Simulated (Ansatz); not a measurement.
# H7N3Si: the cost of one run

All numbers below are computed with Ansatz 0.2.0 (RKS PBE/6-31G*).

## (1) Starting point

Bond lengths: Si1–N2 1.820 Å, N2–H3 1.060 Å, N2–H4 1.060 Å, Si1–H5 1.460 Å, Si1–N6 1.819 Å, N6–H7 1.060 Å, N6–H8 1.060 Å, Si1–N9 1.819 Å, N9–H10 1.060 Å, N9–H11 1.060 Å. Angles (14 of 15 angles, heavy atoms first): N2–Si1–N6 109.5°, N2–Si1–N9 109.5°, N6–Si1–N9 109.5°, Si1–N2–H3 120.0°, Si1–N2–H4 120.0°, N2–Si1–H5 109.5°, H5–Si1–N6 109.5°, H5–Si1–N9 109.5°, Si1–N6–H7 120.0°, Si1–N6–H8 120.0°, Si1–N9–H10 120.0°, Si1–N9–H11 120.0°, H3–N2–H4 120.0°, H7–N6–H8 120.0°.

Coordinates:

```xyz
11

Si    0.0000    0.0000    0.0000
N     0.0000    0.0000    1.8200
H    -0.8770   -0.2713    2.3500
H     0.8770    0.2713    2.3500
H     1.3768    0.0000   -0.4862
N    -0.8572    1.4851   -0.6061
H    -1.8773    1.4300   -0.8888
H    -0.3367    2.4058   -0.6766
N    -0.8572   -1.4851   -0.6061
H    -1.3922   -2.1014    0.0704
H    -0.8219   -1.7344   -1.6357
```

## (2) Preparing the start

input.yaml reads:

```yaml
crystal:
  periodic: [false, false, false]
  atoms:
    - { symbol: Si, position_ang: [0.0, 0.0, 0.0] }
    - { symbol: "N", position_ang: [0.0, 0.0, 1.82] }
    - { symbol: H, position_ang: [-0.877, -0.2713, 2.35] }
    - { symbol: H, position_ang: [0.877, 0.2713, 2.35] }
    - { symbol: H, position_ang: [1.3768, 0.0, -0.4862] }
    - { symbol: "N", position_ang: [-0.8572, 1.4851, -0.6061] }
    - { symbol: H, position_ang: [-1.8773, 1.43, -0.8888] }
    - { symbol: H, position_ang: [-0.3367, 2.4058, -0.6766] }
    - { symbol: "N", position_ang: [-0.8572, -1.4851, -0.6061] }
    - { symbol: H, position_ang: [-1.3922, -2.1014, 0.0704] }
    - { symbol: H, position_ang: [-0.8219, -1.7344, -1.6357] }
basis:
  gaussian: { orbitals: "6-31G*" }
hamiltonian:
  xc: pbe
relax:
  f_tol: 0.02
  max_steps: 40
```

Run with:

```console
> ansatz run input.yaml --threads 1 --pin off --max-ram 2048MiB --backend cpu --events-out ev --progress --plain --runs-dir out
```

What time and memory should one allow on 1 thread of Arm Neoverse V2, shared host?

About 26 s, with a peak of 0.12 GiB.
